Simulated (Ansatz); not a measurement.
# Si2O: relaxing cell and atoms

The start is Si2O, a structure type of another compound, with these elements put in. Where does it settle when we relax cell and atoms, and what is it like there?

All numbers below are computed with Ansatz 0.2.0 (DFT, PBEsol, no spin polarisation, plane waves, PAW).

## (1) The structure

It takes space group P-3m1 (No. 164, trigonal). The conventional cell has a = 3.591 Å, b = 3.591 Å, c = 8.797 Å, α = 90.00°, β = 90.00°, γ = 120.00°. Si (site symmetry 3m) has 1 Si at 2.11 Å and 3 O at 2.17 Å as nearest neighbours. Si (site symmetry 3m) is surrounded by 3 Si at 2.11 Å. O (site symmetry 3m) has 4 Si at 2.17 to 2.49 Å as nearest neighbours.

Structure file:

```xyz
6
Lattice="3.5914 0.0000 0.0000 -1.7957 3.1103 0.0000 0.0000 0.0000 8.7971" Properties=species:S:1:pos:R:3 pbc="T T T"
Si    0.0000    0.0000    3.3429
Si    0.0000    0.0000    5.4542
Si    1.7959    1.0367    0.2023
Si   -0.0002    2.0736    8.5948
O     1.7959    1.0367    2.6919
O    -0.0002    2.0736    6.1052
```

The first density is read from a saved solution for the starting cell.

## (2) Relaxing

Input file input.yaml:

```yaml
crystal:
  lattice:
    - [3.591437, 0.0, 0.0]
    - [-1.795719, 3.110279, 0.0]
    - [0.0, 0.0, 8.797088]
  atoms:
    - { symbol: Si, position: [0.0, 0.0, 0.38] }
    - { symbol: Si, position: [0.0, 0.0, 0.62] }
    - { symbol: Si, position: [0.6667, 0.3333, 0.023] }
    - { symbol: Si, position: [0.3333, 0.6667, 0.977] }
    - { symbol: O, position: [0.6667, 0.3333, 0.306] }
    - { symbol: O, position: [0.3333, 0.6667, 0.694] }
  symmetry: { tolerance: 0.0003 }
kpoints:
  mp_grid: { grid: [9, 9, 3], shift: [0, 0, 0] }
magnetization:
  spin_polarized: false
scf:
  occupations: { method: fermi_dirac, width: 0.0553 }
  lower_state_search: "off"
hamiltonian:
  pseudopotentials: { kind: paw }
  xc: pbesol
basis:
  ecutwfc: 420
  fft_grid_basis: typed
relax:
  max_steps: 40
  cell: { p_target: 0.0 }
output:
  forces: true
  stress: true
  eigenvalues: true
  bader: true
  populations: true
  elf: true
  write_potential: true
  volumetric_format: npy
  dos:
    e_range: [-12, 8]
    de: 0.05
    projected: { site_lists: { O: [O], Si: [Si] } }
  write_density: true
checkpoint:
  read: saved_state
```

On the command line:

```sh
> ansatz run input.yaml --threads 2 --pin off --max-ram 2560MiB --backend cpu --events-out ev --progress --plain --runs-dir out
```

Q: Predict the outcome of this session. Wanted: moves; energy gained; largest move; cell; volume; pressure at the end; character; Bader charges.

The runs gave:

| quantity | value |
| --- | --- |
| moves | 12 |
| energy gained | 583.6 meV/atom |
| largest move | 0.39 Å (Si) |
| space group (0.01 Å), before / after | P-3m1 / P-3m1 |
| cell | a = 3.808 Å, b = 3.808 Å, c = 6.812 Å, α = 90.00°, β = 90.00°, γ = 120.00° |
| volume | 14.26 Å³/atom (-12.9 %) |
| pressure at the end | 0.00 GPa |
| formation energy (elements from separate runs) | -0.45 eV/atom |
| character | metal |
| density of states, mean within 0.25 eV of the Fermi level | 1.3 per eV per cell |
| Bader charges | Si +0.67 to +0.84, O -1.51 e |

What this shows: The volume shrank by 12.9 %, and the largest move of an atom is 0.39 Å apart from the change of the cell; the energy fell by 583.6 meV per atom. The shape changed more than that tells: the edges moved by +6, +6, -23 %. With 12 symmetry operations imposed, the end may be a saddle point towards distortions that break them. It is a metal; within 0.25 eV of the Fermi level the density of states averages 1.3 per eV per cell, mostly Si p (59 %), O p (16 %) and Si s (13 %), but it varies sharply: 0.65 at the Fermi level itself, on this mesh. By Bader's partition Si gives up most (+0.75 e) and O takes most (-1.51 e). Against the elements' reference phases (Si diamond, O2 molecule; separate runs with the same functional) the formation energy is -0.45 eV per atom, so it holds against falling apart into elements.

Caveats: the k mesh is coarse for a cell without a gap.
